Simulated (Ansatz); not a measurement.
## Al, space group P6_3/mmc: a comparison of functionals at one structure

Computed with the Python package of Ansatz (0.2.0).

`xc_al.py`
```python
# -*- coding: utf-8 -*-
'''One structure of Al under several functionals.'''

import warnings

import ansatz as az
import pandas as pd

SMEARING = 'Marzari-Vanderbilt'
SMEARING_WIDTH = 0.1
KMESH = (14, 14, 7)

warnings.simplefilter('ignore', az.DeckWarning)

xtal = (
    az.Lattice.from_parameters(2.81246, 2.81246, 4.86685, alpha=90, beta=90, gamma=120)
    .space_group(194)
    .atom('Al', [2 / 3, 1 / 3, 0.75])
)

calc = xtal.calculation()
calc = calc.occupations(SMEARING, width=SMEARING_WIDTH).kpoints(*KMESH)
calc = calc.basis(21 * az.Ha)
calc = calc.stress()

rows = []
for value in ['pbesol', 'blyp', 'r2scan']:
    report = calc.functional(value).run().report
    rows.append((value, report['free_energy_ev'] / len(report['lattice']['sites']), report['n_iterations'], sum(report['stress_gpa'][i][i] for i in range(3)) / 3, report['n_kpoints']))

table = pd.DataFrame(rows, columns=['functional', 'F/atom (eV)', 'iterations', 'P (GPa)', 'k-points'])
print(table.round(5).to_string(index=False))
```

```console
$ python xc_al.py
functional  F/atom (eV)  iterations  P (GPa)  k-points
    pbesol   -524.51252           5 -1.47036        96
      blyp   -540.46280           5  3.69374        96
    r2scan   -540.36402           5 -3.00051        96
```

From lowest to highest: r2SCAN (-3.0 GPa), PBEsol (-1.5 GPa) and BLYP (3.7 GPa). At a fixed cell a lower pressure usually means a smaller equilibrium volume, so r2SCAN prefers the smallest cell and BLYP the largest.

What to keep in mind:
- BLYP can be off by several per cent in the lattices of metals, and by several GPa in the pressure at a fixed cell.
- Pressure is positive in compression.
- This isn't the structure that Al takes at ambient conditions.
- Total energies of different functionals can't be compared; pressures, moments and gaps at this one structure can.
- Wall time of the script: 10 s on 1 thread of Intel(R) Xeon(R) Processor @ 2.30GHz, on a shared host, peak memory 0.65 GiB.
